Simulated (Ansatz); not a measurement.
# GdO (zincblende): zero-pressure volume and bulk modulus with PBEsol

An exercise on one series of results from a longer session: the logs are not shown, and one member is left open.

Method: DFT PBEsol with U = 6 eV on Gd 4f, scalar-relativistic, plane waves, PAW, in Ansatz 0.2.0.

1 further run of the same task is left out (set aside as unsound or not needed).

## Starting point

The structure is cubic, space group F-43m (No. 216). The conventional cell has a = 5.400 Å, b = 5.400 Å, c = 5.400 Å, α = 90.00°, β = 90.00°, γ = 90.00°. Gd (site symmetry -43m) has 4 O at 2.34 Å as nearest neighbours. O (site symmetry -43m) is surrounded by 4 Gd at 2.34 Å.

Coordinates:

```
CELL_PARAMETERS angstrom
0.00000 2.70000 2.70000
2.70000 0.00000 2.70000
2.70000 2.70000 0.00000
ATOMIC_POSITIONS crystal
Gd 0.00000 0.00000 0.00000
O 0.25000 0.25000 0.25000
```

An earlier run at PBE+U (U_eff = 6 eV on Gd 4f) left this cell at 19.683 Å³/atom and -0.19 GPa (8×8×8 mesh), a metal on this mesh, moments in the atoms' spheres Gd 7.02 μB.

The first run:

input.yaml reads:

```yaml
crystal:
  lattice:
    - [0.0, 2.7, 2.7]
    - [2.7, 0.0, 2.7]
    - [2.7, 2.7, 0.0]
  atoms:
    - { symbol: Gd, position: [0.0, 0.0, 0.0], spin: 7.72 }
    - { symbol: O, position: [0.25, 0.25, 0.25] }
basis:
  ecutwfc: 420
  ecutrho_ratio: 4
kpoints:
  mp_grid: { grid: [8, 8, 8] }
hamiltonian:
  xc: pbesol
  hubbard: { sites: [{ species: Gd, l: f, u_eff: 6.0 }] }
scf:
  occupations: { method: gaussian, width: 0.05 }
  lower_state_search: "off"
output:
  forces: true
  stress: true
  eigenvalues: true
  populations: true
  hubbard: { sites: [{ species: Gd, l: f }] }
magnetization:
  spin_polarized: true
checkpoint:
  read: start.run
  write: ck
  compress: false
  write_wavefunctions: false
  write_every: 100000
```

start.run holds the state of a PBE+U run on this cell.

On the command line:

```bash
$ ansatz run input.yaml --threads 4 --pin off --max-ram 6144MiB --backend cpu --events-out ev --progress --plain --runs-dir out
```

Among the steps run: At the given cell; Stepping to 19.162 Å³/atom; Stepping to 18.922 Å³/atom; Volume × 0.98 of the new zero; Volume × 1.02 of the new zero; Volume × 0.96 of the new zero; Volume × 1.04 of the new zero.

One table of the session follows, with a row left open; its other results are not shown here.

It belongs to the step «Energy and pressure against volume». 

```
volume (Å³/atom)  energy (meV/atom)  pressure (GPa)
          18.165              11.01            4.82
          18.543                  ?               ?
          18.922               0.00           -0.01
          19.300               2.57           -2.08
          19.679               9.76           -3.95
```

Q: Estimate the row for volume (Å³/atom) = 18.543 from the others.

Worked estimate for «energy (meV/atom)». A straight line through the neighbours (18.165, 11.01) and (18.922, 0.00) gives 11.01 + (0.00 − 11.01) × (18.543 − 18.165) / (18.922 − 18.165) = 5.51; a parabola fitted to 3 rows on both sides gives 2.82.

The run gave: energy (meV/atom): 2.70; pressure (GPa): 2.28. In «energy (meV/atom)» the line misses by +2.81 and the parabola by +0.12.

To keep in mind: Warnings in the runs' records: filled band counts differ across k points, stability check not made.
